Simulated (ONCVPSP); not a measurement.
# Pseudopotential generation for scandium: ONCV, PBEsol

Task: generate the file, and judge it by its errors in other configurations, its logarithmic derivatives, its ghosts and its cutoff.

The numbers are computed with ONCVPSP 4.0.1 (PBEsol, scalar-relativistic, spin-unpolarised reference atom).

## Step 1: The atom and the settings

Typed settings, in words:

- element: scandium (Sc, Z = 21)
- type: optimised norm-conserving Vanderbilt (ONCV)
- frozen core: [Ne]
- valence charge: 11
- reference configuration: 3s2 3p6 3d1 4s2
- partial waves: 3s+4s: rc 1.80 bohr, ncon 3, nbas 6, qcut 5.8 1/bohr, 3 projectors, debl 2.1 Ha; 3p: rc 1.10 bohr, ncon 4, nbas 8, qcut 6.6 1/bohr, 2 projectors, debl 1.3 Ha; 3d: rc 1.95 bohr, ncon 4, nbas 9, qcut 9.5 1/bohr, 2 projectors, debl 3.5 Ha
- local potential: polynomial inside 0.70 bohr (lpopt 5, dvloc0 0 Ha)
- core correction: not asked for

The outer shells as boxes (Hund's rule for the drawing; the calculation is spin-unpolarised):

```
[Ne] core
3s [↑↓]
3p [↑↓][↑↓][↑↓]
3d [↑ ][  ][  ][  ][  ]
4s [↑↓]
```

An earlier all-electron run gives the scale for the radii.

All-electron outer shells of the reference configuration (PBEsol, scalar-relativistic, ld1.x):

| shell | level (eV) | outermost node (bohr) | outermost maximum (bohr) |
| --- | --- | --- | --- |
| 2p | -387.95 | – | 0.23 |
| 3s | -54.88 | 0.42 | 0.92 |
| 3p | -33.55 | 0.39 | 0.97 |
| 4s | -4.19 | 1.33 | 3.10 |
| 3d | -3.25 | – | 1.10 |
| 4p | -1.45 | 1.49 | 4.03 |

## Step 2: Generation

Sc.dat reads:

```
# ATOM AND REFERENCE CONFIGURATION
# atsym  z   nc   nv     iexc    psfile
  Sc 21.00    3    4  -116133      upf
#
#   n    l    f
    1    0    2.00
    2    0    2.00
    2    1    6.00
    3    0    2.00
    3    1    6.00
    3    2    1.00
    4    0    2.00
#
# PSEUDOPOTENTIAL AND OPTIMIZATION
# lmax
    2
#
#   l,   rc,      ep,       ncon, nbas, qcut
    0    1.80    0.00    3    6    5.80
    1    1.10    0.00    4    8    6.60
    2    1.95    0.00    4    9    9.50
#
# LOCAL POTENTIAL
# lloc, lpopt,  rc(5),   dvloc0
    4    5    0.70    0.00
#
# VANDERBILT-KLEINMAN-BYLANDER PROJECTORs
# l, nproj, debl
    0    3    2.10
    1    2    1.30
    2    2    3.50
#
# MODEL CORE CHARGE
# icmod, fcfact, rcfact
    0    0.00    0.00
#
# LOG DERIVATIVE ANALYSIS
# epsh1, epsh2, depsh
   -4.00    5.00    0.02
#
# OUTPUT GRID
# rlmax, drl
    6.00    0.01
#
# TEST CONFIGURATIONS
# ncnf
    4
# nvcnf
#   n    l    f
    4
    3    0    2.00
    3    1    6.00
    3    2    1.00
    4    0    1.00
#
    4
    3    0    2.00
    3    1    6.00
    3    2    1.00
    4    0    0.00
#
    4
    3    0    2.00
    3    1    6.00
    3    2    0.00
    4    0    0.00
#
    4
    3    0    2.00
    3    1    5.00
    3    2    1.00
    4    0    2.00
#
```

On the command line:

```sh
$ oncvpsp.x < Sc.dat > Sc.out
```

Q: Predict the outcome of this session. Wanted: cutoffs for 1 and 0.1 mHa per electron, occupied waves; bound ghosts; GHOST(+) flags; largest test error; largest phase difference near zero energy, channels read.

As calculated:

| quantity | value |
| --- | --- |
| cutoffs for 1 and 0.1 mHa per electron, occupied waves | 27 Ha and 141 Ha |
| bound ghosts | none found |
| GHOST(+) flags | s at 243 eV |
| largest test error (AE − PS) | -7.3 meV, for 3s2 3p5 3d1 4s2 (1 test unsolved) |
| largest phase difference near zero energy, channels read | 0.001 rad |

**Reading.** The worst unpolarised test, 3s2 3p5 3d1 4s2, is off by 7.3 meV on 40.1 eV; by total energies transferability rates as good where solved. Of the tests 1 gave no usable energy difference, which is a warning in itself. By its cutoff, 27 Ha for the looser tolerance, it is of middling hardness. The tighter tolerance needs 141 Ha, and converged work needs a cutoff nearer that. At the looser tolerance the 3d wave is the slowest; 3p needs 18 Ha. The program's ghost test flags no bound state. Near zero energy the phases of the channels with partial waves agree within 0.001 rad. The program also flags highly localised states, GHOST(+) (s). All of this concerns the isolated atom, not yet a solid.
